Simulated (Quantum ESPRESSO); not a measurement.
Crystal: NbSi.

```
Nb Si
1.0
     0.00000    2.57383    2.57383
     2.57383    0.00000    2.57383
     2.57383    2.57383    0.00000
Nb Si
1 1
Direct
  0.00000 0.00000 0.00000
  0.50000 0.50000 0.50000
```

The cell was built by a generator and needn't be a form met in nature.

| Quantity | Value |
| --- | --- |
| Program | Quantum ESPRESSO 7.5 |
| Task | phonons |
| Functional | PW91 |
| Potentials or basis | GBRV 1.5 PBE |
| Cutoff | 612 eV |
| Density cutoff | 4898 eV |
| k mesh | 9 × 9 × 9 |
| Occupations | cold, width 0.2 eV |
| Spin | no spin polarisation |
| Mixing beta | 0.5 |
| Most SCF iterations | 120 |
| SCF threshold | 4e-10 Ry |

The cell and the atoms were relaxed first, to 17.05 Å³/atom (a = 3.640 Å, b = 3.640 Å, c = 3.640 Å, α = 60.00°, β = 60.00°, γ = 60.00°), and the response was taken there.

Q: What is the highest optical frequency at the zone centre?

A: 360 cm⁻¹, a mode of symmetry T1u (IR).

Optical modes at Γ, degenerate ones joined:
| cm⁻¹ | components | symmetry | active in |
| --- | --- | --- | --- |
| 360 | 3 | T1u | IR |

Caveat: the potentials were made for another functional, which shifts forces and pressure.
